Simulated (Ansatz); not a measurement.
MgCu2, space group Fd-3m: relaxations under a series of pressures, run with the Ansatz DFT code, driven from Python.

Script `mgcu2_compress.py`:
```python
import ansatz as az
from ase import Atoms
import numpy as np

FUNCTIONAL = "LDA"
CUTOFF_EV = 550
MESH = (6, 6, 6)
SMEARING = "Fermi-Dirac"
SMEARING_WIDTH = 0.1

def edges_and_angles(cell):
    cell = np.asarray(cell)
    a, b, c = np.linalg.norm(cell, axis=1)
    cosines = cell[1] @ cell[2] / (b * c), cell[0] @ cell[2] / (a * c), cell[0] @ cell[1] / (a * b)
    return (a, b, c, *np.degrees(np.arccos(cosines)))


def main() -> None:
    atoms = Atoms(
        ["Mg", "Mg", "Cu", "Cu", "Cu", "Cu"],
        scaled_positions=[
            (0.0, 0.0, 0.0),
            (0.25, 0.25, 0.25),
            (0.625, 0.625, 0.625),
            (0.125, 0.625, 0.625),
            (0.625, 0.625, 0.125),
            (0.625, 0.125, 0.625),
        ],
        cell=[
            (0.0, 3.5105, 3.5105),
            (3.5105, 0.0, 3.5105),
            (3.5105, 3.5105, 0.0),
        ],
        pbc=True,
    )
    mgcu2 = az.Crystal.from_ase(atoms)

    model = (
        mgcu2.calculation()
        .functional(FUNCTIONAL)
        .basis(CUTOFF_EV)
        .kpoints(mesh=MESH)
        .occupations(SMEARING, width=SMEARING_WIDTH)
    )

    rows = []
    for pressure in [-2, 0, 2, 5, 10]:
        out = model.relax(cell=True, pressure=pressure).run(threads=1, pin="off")
        cell = out.lattice.cell_ang
        n_atoms = len(out.lattice.sites)
        volume = abs(np.linalg.det(cell)) / n_atoms
        enthalpy = out.report["free_energy_ev"] / n_atoms + pressure * volume / 160.21766
        rows.append((pressure, volume, enthalpy, *edges_and_angles(cell)))
        print(f"{pressure} GPa done: {volume:.4f} A^3/atom")

    print(" P (GPa)  V (A^3/atom)  H (eV/atom)     a       b       c")
    for row in rows:
        print("{:8.1f} {:12.4f} {:14.5f} {:7.4f} {:7.4f} {:7.4f}".format(*row[:6]))
    p, v = np.array([row[0] for row in rows], float), np.array([row[1] for row in rows])
    print("mean bulk modulus between rows (GPa):", np.round(-np.diff(p) / np.diff(np.log(v)), 1))


if __name__ == "__main__":
    main()
```

From its runs, with one value withheld:

| P (GPa) | relaxed V (Å³/atom) |
| --- | --- |
| -2 | 13.609 |
| 0 | 13.367 |
| 2 | 13.147 |
| 5 | ? |
| 10 | 12.434 |

What volume does the cell relax to at 5 GPa?

Murnaghan's form V = V0 (1 + B' P / B0)^(-1/B') through the 4 rows shown gives V0 = 13.367 Å³, B0 = 116.1 GPa and B' = 4.68, and so 12.853 Å³ an atom at 5 GPa. The run gave 12.856 Å³, 0.03 % away.

Notes:
- The run is spin-unpolarised.
- At a fixed pressure a relaxation lowers the enthalpy F + PV, while F alone can rise.
- For a metal this k-point mesh is coarse: on a finer one energies can move by several to tens of meV an atom and pressures by half a GPa or more, differences at one mesh by less.
- The starting cell is as deposited in a crystallographic database; the results hold for this polymorph, which needn't be the stable one.
- Symmetry holds the cell in this phase, whether or not it is the stable one at each pressure.
- It ran for 2.1 min on 1 thread of Arm Neoverse V2 (shared host), peak memory 0.49 GiB.
